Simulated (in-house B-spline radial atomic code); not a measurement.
# Pt²⁺: excited configurations

Aim: the energies of several excited configurations of Pt²⁺ above a reference configuration, each from its own self-consistent run.

Method: Dirac-Hartree-Fock, average of configuration, Fermi nucleus, basis-set limit. Code: in-house B-spline radial atomic code version 1.

## 1. The system

| Property | Result |
| --- | --- |
| element | platinum (Z = 78) |
| charge | +2 |
| electrons | 76 |
| configuration | [Xe] 4f14 5d8 |
| Hamiltonian | Dirac-Coulomb |
| nucleus | Fermi, rms radius 5.427 fm |

Outer shells as boxes (Hund's rule):

[Xe] 4f14 5d8
```
[Xe] core
4f [↑↓][↑↓][↑↓][↑↓][↑↓][↑↓][↑↓]
5d [↑↓][↑↓][↑↓][↑ ][↑ ]
```

The boxes draw the filling by Hund's rule, which heavy ions in jj coupling don't follow; these runs average over all states of the configuration.

The run's settings:

```ini
Z = 78
electrons = 76.0
configuration = [Xe] 4f14 5d8
hamiltonian = dirac
method = hf
spin_polarised = False
nucleus = fermi
rms_radius = 5.427
mass_number = 195
atomic_mass = 194.964794325
speed_of_light = 137.035999084
```

This reference run was done before. Its total energy is -18433.943440 hartree, and its levels are (the highest eight at most):

```
orbital  occupation  energy (eV)  <r> (bohr)
  4d5/2           6      -360.05      0.4723
  5s1/2           2      -141.01      0.9671
  4f5/2           6      -114.32      0.5087
  4f7/2           8      -110.68      0.5156
  5p1/2           2      -101.64       1.046
  5p3/2           4      -86.006       1.137
  5d3/2         3.2      -32.690       1.508
  5d5/2         4.8      -31.133       1.563
```

## 2. Run with [Xe] 4f13 5d8 9p1

The run's settings:

```ini
Z = 78
electrons = 76.0
configuration = [Xe] 4f13 5d8 9p1
hamiltonian = dirac
method = hf
spin_polarised = False
nucleus = fermi
rms_radius = 5.427
mass_number = 195
atomic_mass = 194.964794325
speed_of_light = 137.035999084
```

## 3. Configuration [Kr] 4d9 4f14 5s2 5p6 5d8 6g1

Settings: those of step 2 with these lines changed.

```diff
@@ -2,3 +2,3 @@
 electrons = 76.0
-configuration = [Xe] 4f13 5d8 9p1
+configuration = [Kr] 4d9 4f14 5s2 5p6 5d8 6g1
 hamiltonian = dirac
```

## 4. [Xe] 4f14 5d7 7d1

Settings: those of step 3 with these lines changed.

```diff
@@ -2,3 +2,3 @@
 electrons = 76.0
-configuration = [Kr] 4d9 4f14 5s2 5p6 5d8 6g1
+configuration = [Xe] 4f14 5d7 7d1
 hamiltonian = dirac
```

## 5. Configuration [Kr] 4d9 4f14 5s2 5p6 5d8 6s1

Settings: those of step 4 with these lines changed.

```diff
@@ -2,3 +2,3 @@
 electrons = 76.0
-configuration = [Xe] 4f14 5d7 7d1
+configuration = [Kr] 4d9 4f14 5s2 5p6 5d8 6s1
 hamiltonian = dirac
```

## 6. Run with [Kr] 4d10 4f14 5s2 5p5 5d8 8s1

Settings: those of step 5 with these lines changed.

```diff
@@ -2,3 +2,3 @@
 electrons = 76.0
-configuration = [Kr] 4d9 4f14 5s2 5p6 5d8 6s1
+configuration = [Kr] 4d10 4f14 5s2 5p5 5d8 8s1
 hamiltonian = dirac
```

## 7. [Kr] 4d10 4f14 5s2 5p5 5d8 6f1

Settings: those of step 6 with these lines changed.

```diff
@@ -2,3 +2,3 @@
 electrons = 76.0
-configuration = [Kr] 4d10 4f14 5s2 5p5 5d8 8s1
+configuration = [Kr] 4d10 4f14 5s2 5p5 5d8 6f1
 hamiltonian = dirac
```

Q: How far above the reference does each configuration lie (order and size, in eV)?

The runs gave:

| net move | configuration | energy above the reference (eV) | with Breit, QED, recoil (eV) | largest <r> (bohr) |
| --- | --- | --- | --- | --- |
| 5d → 7d | [Xe] 4f14 5d7 7d1 | 24.106 | 24.118 | 8.88 |
| 5p → 8s | [Kr] 4d10 4f14 5s2 5p5 5d8 8s1 | 81.873 | 81.705 | 9.18 |
| 5p → 6f | [Kr] 4d10 4f14 5s2 5p5 5d8 6f1 | 83.521 | 83.346 | 9.86 |
| 4f → 9p | [Xe] 4f13 5d8 9p1 | 97.670 | 97.931 | 15.9 |
| 4d → 6s | [Kr] 4d9 4f14 5s2 5p6 5d8 6s1 | 329.06 | 328.81 | 2.48 |
| 4d → 6g | [Kr] 4d9 4f14 5s2 5p6 5d8 6g1 | 352.05 | 351.75 | 14.6 |

Quantum defects of the promoted electron, δ = n − ζ/√(−2ε) with ζ = 3 and ε its orbital energy in hartree:

| promotion | δ |
| --- | --- |
| 5d → 7d | 2.604 |
| 5p → 8s | 3.737 |
| 5p → 6f | 1.095 |
| 4f → 9p | 3.341 |
| 4d → 6s | 3.855 |
| 4d → 6g | 0.002 |

What this shows: The lowest of them is 5d → 7d at 24.106 eV and the highest 4d → 6g at 352.05 eV. 5 of them lie more than 2 % above the ionisation threshold that Koopmans' theorem gives (31.133 eV), where such states can decay by emitting an electron. Of those tabulated, the defect is largest for 6s (3.85) and least for 6g (0.00): low angular momentum penetrates the core, high angular momentum stays outside it. Two partly filled shells share a symmetry and can mix in the average, which may lower the energy, for: 5d → 7d; 4d → 6s; 4d → 6g. These are averages over configurations, without correlation, not spectroscopic levels.
